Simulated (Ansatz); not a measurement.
# Ge2H4 (quintet): from Hartree-Fock to the top rungs, cc-pVTZ

An exercise on one series of results from a longer session: the logs are not shown, and one member is left open.

The runs use Ansatz 0.2.0, Gaussian basis; cc-pVTZ, core rule «outside noble gas», up to 28 orbitals frozen.

To be run: UHF; CCSD(T) on ROHF; CCSD(T) on UHF; BCCD(T) on ROHF; CCSDT(Q) on ROHF; CCSDT(Q) on UHF; CASSCF and NEVPT2, 12 electrons in 12 orbitals.

6 further runs of the same task are left out: 6 set aside as unsound or not needed.

**The geometry**

The geometry is a PBE0/def2-TZVP stationary point (not a proven minimum) of the parent state, kept for this charge and spin. No spin-orbit coupling is included. The filled d shell of Ge may be among the frozen orbitals whatever the setting's name suggests; the logs give the count.

6 atoms, charge 0, spin multiplicity 5.

Atoms are counted from 1 here; the program's logs count them from 0.

Bond lengths: Ge1–Ge2 2.423 Å, Ge1–H3 1.540 Å, Ge1–H4 1.535 Å, Ge1–H5 1.540 Å, Ge2–H6 1.550 Å. Angles: Ge2–Ge1–H3 110.7°, Ge2–Ge1–H4 107.0°, Ge2–Ge1–H5 110.7°, H3–Ge1–H4 109.6°, H3–Ge1–H5 109.3°, H4–Ge1–H5 109.6°, Ge1–Ge2–H6 122.2°.

Geometry (Å):

```
Ge    0.0000   -0.0229    1.1903
Ge    0.0000    0.0409   -1.2321
H     1.2555   -0.7421    1.7164
H     0.0000    1.4326    1.6767
H    -1.2555   -0.7421    1.7164
H     0.0000   -1.2486   -2.0914
```

Set-up of the first run:

The input, in.yaml:

```yaml
crystal:
  periodic: [false, false, false]
  atoms:
    - {symbol: Ge, position_ang: [0.000000, -0.022865, 1.190258]}
    - {symbol: Ge, position_ang: [0.000000, 0.040906, -1.232137]}
    - {symbol: H, position_ang: [1.255509, -0.742092, 1.716378]}
    - {symbol: H, position_ang: [0.000000, 1.432623, 1.676692]}
    - {symbol: H, position_ang: [-1.255509, -0.742092, 1.716378]}
    - {symbol: H, position_ang: [0.000000, -1.248594, -2.091358]}
basis:
  gaussian: {orbitals: cc-pVTZ}
magnetization: {spin_polarized: true, initial_magnetization: 4}
hamiltonian: {xc: hf}
output: {orbitals: {seedname: orbitals}}
```

Run with:

```
ansatz run in.yaml --threads 1 --pin off --events-out ev --progress --plain --max-ram 4096MiB --backend cpu
```

Steps of the session up to this table: UHF; CCSD(T) on ROHF; CCSD(T) on UHF; BCCD(T) on ROHF; CCSDT(Q) on ROHF; CCSDT(Q) on UHF; CASSCF and NEVPT2, 12 electrons in 12 orbitals.

One table of the session follows, with a row left open; its other results are not shown here.

| method | from RCCSDT(Q) (meV) |
| --- | --- |
| ROHF | +6789.0 |
| UHF | +6610.2 |
| RMP2 | +1336.5 |
| UMP2 | +1363.0 |
| RCCSD | +297.1 |
| UCCSD | +269.7 |
| RCCSD(T) | +55.6 |
| UCCSD(T) | +33.3 |
| BCCD(T) | ? |
| RCCSDT | +10.6 |
| UCCSDT | -12.7 |
| RCCSDT(Q) | 0 |
| UCCSDT(Q) | -23.8 |
| CASSCF valence | +4994.6 |
| NEVPT2 valence | +1321.1 |

Q: Estimate the row for BCCD(T) from the others.

The run gave: from RCCSDT(Q) (meV): +55.0. In the column «from RCCSDT(Q) (meV)» it lies between UCCSD(T) (+33.3) and RCCSD(T) (+55.6).

Limits of these values: Restricted and unrestricted rows rest on different reference determinants; where their highest levels disagree by more than a few hundredths of an eV, they describe different states and don't form one ladder.
